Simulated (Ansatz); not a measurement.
**C₂H₄FNSi: how energies converge with the basis set**

The task here is to estimate one member of a computed series from the others.

Computed with Ansatz 0.2.0, Gaussian basis. Level: one geometry, several basis sets.

Plan: PBE0-D4/def2-SVP; ωB97M-V/def2-SVP; PBE0-D4/def2-QZVPP; ωB97M-V/def2-QZVPP; the functionals' def2-TZVPP values are taken from earlier runs.

## The geometry

The geometry comes from an earlier relaxation with PBE0-D4 in a triple-zeta def2 set; it is a stationary point, not always the lowest conformer.

SMILES `F[SiH]1C=NC1`, 9 atoms, charge 0, spin multiplicity 1.

Atoms are counted from 1 here; the program's logs count them from 0.

Bond lengths: F1–Si2 1.597 Å, Si2–C3 1.859 Å, Si2–C5 1.878 Å, Si2–H6 1.486 Å, C3–N4 1.285 Å, C3–H7 1.088 Å, N4–C5 1.491 Å, C5–H8 1.092 Å, C5–H9 1.091 Å. Angles: F1–Si2–C3 122.0°, F1–Si2–C5 120.8°, F1–Si2–H6 106.3°, C3–Si2–C5 72.7°, C3–Si2–H6 115.3°, C5–Si2–H6 117.4°, Si2–C3–N4 93.8°, Si2–C3–H7 144.7°, N4–C3–H7 120.8°, C3–N4–C5 105.7°, Si2–C5–N4 86.7°, Si2–C5–H8 116.8°, Si2–C5–H9 121.2°, N4–C5–H8 109.7°, N4–C5–H9 111.9°, H8–C5–H9 108.4°.

The first run:

Input file in.yaml:

```yaml
crystal:
  periodic: [false, false, false]
  atoms:
    - {symbol: F, position_ang: [-1.739615, -0.294883, 1.548533]}
    - {symbol: Si, position_ang: [-0.593369, 0.386475, 0.669338]}
    - {symbol: C, position_ang: [1.148787, -0.262306, 0.648592]}
    - {symbol: N, position_ang: [1.163399, -0.429160, -0.625468]}
    - {symbol: C, position_ang: [-0.240735, -0.208707, -1.077079]}
    - {symbol: H, position_ang: [-0.722104, 1.852327, 0.878967]}
    - {symbol: H, position_ang: [2.051798, -0.402824, 1.239335]}
    - {symbol: H, position_ang: [-0.686251, -1.160591, -1.371918]}
    - {symbol: H, position_ang: [-0.293412, 0.473469, -1.927502]}
basis:
  gaussian: {orbitals: def2-SVP}
hamiltonian: {xc: pbe0, dispersion: d4}
output: {orbitals: {seedname: orbitals}}
```

Run with:

```
ansatz run in.yaml --threads 2 --pin off --events-out ev --progress --plain --max-ram 4352MiB
```

Among the steps run: PBE0-D4 in def2-SVP; ωB97M-V in def2-SVP; PBE0-D4 in def2-QZVPP; ωB97M-V in def2-QZVPP.

One table of the session follows, with a row left open; its other results are not shown here.

It belongs to the step «Functionals by basis». 

```
functional       basis  HOMO (eV)
   PBE0-D4    def2-SVP          ?
   PBE0-D4  def2-TZVPP      -7.17
   PBE0-D4  def2-QZVPP      -7.20
   ωB97M-V    def2-SVP      -9.29
   ωB97M-V  def2-TZVPP      -9.45
   ωB97M-V  def2-QZVPP      -9.47
```

**Question.** Estimate the row for PBE0-D4, def2-SVP.

**Answer.** HOMO (eV): -7.04. In the column «HOMO (eV)» it is the highest.
